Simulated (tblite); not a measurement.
# C6H11BFN: the cost of one run

Computed with tblite 0.8.0 and PySCF 2.14.0, with density-fitted response routines of our own, on a single molecule in the gas phase. Atoms count from 0, in the outputs and in this text.

### Step 1. The starting structure

20 atoms, charge 0, multiplicity 1; geometry from: force field or distance geometry start.

Bonds of the start (Å): C0–C1 1.51, C1–C2 1.54, C2–C3 1.53, C3–B4 1.61, B4–N5 1.51, C3–C6 1.49, C6–C7 1.32, C7–F8 1.36, C7–C1 1.49, C0–H9 1.12, C0–H10 1.12, C0–H11 1.11, C1–H12 1.13, C2–H13 1.12, C2–H14 1.12, C3–H15 1.09, B4–H16 1.19, N5–H17 1.04, N5–H18 1.05, C6–H19 1.09.

### Step 2. Geometry optimisation with GFN2-xTB

The job: settings as JSON, then the geometry in Å.

```
{"job": {"kind": "relax", "xc": "GFN2-xTB", "basis": "xTB"}, "charge": 0, "multiplicity": 1}
C     -2.589700     0.661600    -0.083000
C     -1.211400     0.253400     0.391100
C     -0.067500     0.979300    -0.343800
C      0.880300    -0.106600    -0.863600
B      2.307100    -0.079100    -0.124900
N      2.404000    -0.211300     1.377600
C      0.180000    -1.386700    -0.547300
C     -0.938900    -1.185300     0.125200
F     -1.731300    -2.206900     0.561400
H     -2.752600     1.749800     0.097700
H     -3.380700     0.106300     0.479200
H     -2.722800     0.450500    -1.165200
H     -1.125100     0.428100     1.505400
H     -0.467600     1.549000    -1.222500
H      0.415900     1.724600     0.330300
H      1.021600    -0.026200    -1.941500
H      3.289400     0.068800    -0.774300
H      2.898800     0.637100     1.728900
H      3.032500    -1.022500     1.579000
H      0.552700    -2.373100    -0.808300
```

On the command line:

```console
$ OMP_NUM_THREADS=1 python probes_run.py task.json out
```

The driver reads the jobs from task.json and runs them one after another.

Q: Estimate the wall time and peak memory of this first job on 1 thread of Arm Neoverse N1, shared host.

About 1.8 s, with a peak of 0.18 GiB.
